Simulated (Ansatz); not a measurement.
**AsGeH7O: search for a transition state**

Aim: find the saddle point of a four-centre ligand exchange that is to form Ge1–As7, O2–H6 and break Ge1–O2, H6–As7, prove it by its vibrations, and relax downhill on both sides to see what it joins.

Program: Ansatz 0.2.0, Gaussian basis. Level of theory: PBE0-D4, def2-SVP first, then def2-TZVP. These are calculated values, not measurements.

152 further runs of the same task are left out: 152 set aside as unsound or not needed.

## Step 1: The starting structure

The guess: 10 atoms, charge 0, spin multiplicity 1.

Atoms are counted from 1 here; the program's logs count them from 0.

Bond lengths: Ge1–O2 2.143 Å, Ge1–H3 1.551 Å, Ge1–H4 1.508 Å, Ge1–H5 1.516 Å, Ge1–As7 2.701 Å, O2–H8 0.967 Å, H6–As7 1.715 Å, As7–H9 1.524 Å, As7–H10 1.506 Å. Angles: O2–Ge1–H3 148.4°, O2–Ge1–H4 99.1°, O2–Ge1–H5 87.0°, O2–Ge1–As7 72.9°, H3–Ge1–H4 106.6°, H3–Ge1–H5 101.3°, H3–Ge1–As7 83.6°, H4–Ge1–H5 109.1°, H4–Ge1–As7 102.5°, H5–Ge1–As7 144.8°, Ge1–O2–H8 141.3°, Ge1–As7–H6 57.3°, Ge1–As7–H9 122.7°, Ge1–As7–H10 101.4°, H6–As7–H9 69.3°, H6–As7–H10 82.5°, H9–As7–H10 90.0°.

As a file:

```
Ge   -0.7353    0.5258   -0.8782
O    -0.0078    0.8952    1.1030
H    -0.4556    0.0035   -2.3120
H    -2.1497    0.1248   -0.5425
H    -0.6812    2.0257   -1.0925
H     0.4543   -0.2954    0.8932
As    0.6823   -1.6497   -0.1340
H    -0.0850    1.5297    1.8288
H     0.8869   -2.0391    1.3250
H     2.0912   -1.1205   -0.1908
```

Distances that are to change: Ge1–As7 2.70 Å, O2–H6 1.29 Å, Ge1–O2 2.14 Å, H6–As7 1.72 Å.

## Step 2: Relaxing the guess with the reacting distances held

hold/in.yaml reads:

```yaml
crystal:
  periodic: [false, false, false]
  atoms:
    - {symbol: Ge, position_ang: [-0.735300, 0.525800, -0.878200]}
    - {symbol: O, position_ang: [-0.007800, 0.895200, 1.103000]}
    - {symbol: H, position_ang: [-0.455600, 0.003500, -2.312000]}
    - {symbol: H, position_ang: [-2.149700, 0.124800, -0.542500]}
    - {symbol: H, position_ang: [-0.681200, 2.025700, -1.092500]}
    - {symbol: H, position_ang: [0.454300, -0.295400, 0.893200]}
    - {symbol: As, position_ang: [0.682300, -1.649700, -0.134000]}
    - {symbol: H, position_ang: [-0.085000, 1.529700, 1.828800]}
    - {symbol: H, position_ang: [0.886900, -2.039100, 1.325000]}
    - {symbol: H, position_ang: [2.091200, -1.120500, -0.190800]}
basis:
  gaussian: {orbitals: def2-SVP}
hamiltonian: {xc: pbe0, dispersion: d4}
relax: {f_tol: 0.04, max_steps: 150, escape_saddle: false, constraints: [{distance: [0, 6]}, {distance: [1, 5]}, {distance: [0, 1]}, {distance: [5, 6]}]}
```

On the command line:

```sh
> ansatz run in.yaml --threads 8 --pin off --events-out ev --progress --plain --max-ram 19148MiB
```

After this run come: Force constants to start from; Saddle search in the small basis; Saddle search in triple zeta; Checking the order of the point; Relaxing after a step of 0.30 Å one way along the mode; Relaxing after a step of 0.30 Å the other way along the mode.

Q: Predict the outcome of this session. Wanted: imaginary mode; barrier from the start side; barrier from the end side; energy of the step; pairs that change; zero-point energy at the saddle.

As calculated:

```
                       quantity                                                       value
                 imaginary mode                                                   418i cm⁻¹
    barrier from the start side                                                142.1 kJ/mol
      barrier from the end side                                                169.5 kJ/mol
             energy of the step                                                -27.4 kJ/mol
              pairs that change  Ge1–As7 formed, O2–H6 formed, Ge1–O2 broken, H6–As7 broken
zero-point energy at the saddle                                                    1.626 eV
```

What this shows: One imaginary mode, 418i cm⁻¹, makes this a first-order saddle. It joins the planned start and end. At PBE0-D4/def2-TZVP the electronic barrier is 142.1 kJ/mol, about 57 kT at 298 K, and the step runs 27.4 kJ/mol downhill. A step off the saddle overshot and began above it in energy, so the link to its end is likely but not proven.
